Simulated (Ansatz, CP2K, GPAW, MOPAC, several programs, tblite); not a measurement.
## What each method gives for Sn2TeSe (ordering on rocksalt)

Sn2TeSe, ordered on the rocksalt lattice (R-3m) with 4 atoms a cell, relaxed with r2SCAN in Ansatz, was computed with several methods. The symmetry is R-3m (No. 166, trigonal); a = 4.382 Å, c = 21.373 Å in the conventional setting, 29.62 Å³ an atom. Se has 6 Sn at 3.03 Å; Te has 6 Sn at 3.16 Å; Sn has 3 Se at 3.03 Å and 3 Te at 3.16 Å. All values are calculated for a non-magnetic cell, which may be hypothetical.

```yaml
crystal:
  lattice:
    - [2.19119, 1.26508, 7.12420]
    - [-2.19119, 1.26508, 7.12420]
    - [0.00000, -2.53016, 7.12420]
  atoms:
    - { symbol: Se, position: [0.00000, 0.00000, 0.00000] }
    - { symbol: Te, position: [0.50000, 0.50000, 0.50000] }
    - { symbol: Sn, position: [0.25553, 0.25553, 0.25553] }
    - { symbol: Sn, position: [0.74447, 0.74447, 0.74447] }
```

Gaps and times are for a single point on this cell; volume and bulk modulus come from each method's own relaxation or energy curve at fixed shape, which is too stiff where a cell has free coordinates or axes. Times are rough, from shared hosts (Intel Xeon Platinum 8488C), and each method has its own mesh and cell size. A double dagger marks a value from a curve with shape and coordinates held. A star marks a curve whose lowest point is an end point. PM6 (MOPAC), PM7 (MOPAC), GFN1-xTB (tblite) treat a cluster of cells at its zone centre, which samples few k points: where these miss a band edge, the gap comes out too large for that reason alone. Gaps from k meshes are read at a limited set of points (mesh, symmetry points, PBE's band edges), so each method's own least gap may be somewhat smaller. xTB and the PM methods were fitted mostly to molecules, and can miss a solid's gap by electronvolts. Minimal bases can be far off for gaps. Curves at held shape can't give the bulk modulus of a layered or molecular crystal, so none is listed. d marks a direct gap, i an indirect one (no mark: not told apart), a dash a value that wasn't computed or didn't pass its checks.

| method | kind | gap (eV) | own volume (Å³/atom) | bulk modulus (GPa) | atoms computed | processor time |
| --- | --- | --- | --- | --- | --- | --- |
| light PBE (260 eV and a coarse mesh) | light plane-wave | 0.03 i | – | – | 4 | 1.9 s |
| PM7 (MOPAC) | semi-empirical | 5.22 | – | – | 108 | 4.2 s |
| PBE/single zeta (GPAW) | small basis | 0.07 d | – | – | 4 | 6.5 s |
| PM6 (MOPAC) | semi-empirical | 2.88 | – | – | 108 | 7.8 s |
| PBE | semilocal | 0.05 d | 30.18 | – | 4 | 12 s |
| GFN1-xTB (tblite) | tight binding | 1.13 | – | – | 108 | 17 s |
| r2SCAN | semilocal | overlap 0.01 | 29.62 | – | 4 | 24 s |
| PBE/SZV (CP2K) | small basis | 0 | 32.76*‡ | – | 4 | 40 s |
| PBE/DZVP (CP2K) | small basis | 0.01 | 30.66‡ | – | 4 | 70 s |

Volumes against r2SCAN's: PBE +1.9 %.

Runs without a result: GFN2-xTB (tblite) (single point, out of time).

With r2SCAN the bands overlap or touch, or nearly. Semilocal functionals can close a real gap, so this doesn't show a metal; small gaps of other methods may in turn close between the points read or with spin-orbit coupling, and the solid may be a semimetal.

Spin-orbit coupling is left out, which matters wherever the heavy atoms make up the band edges.
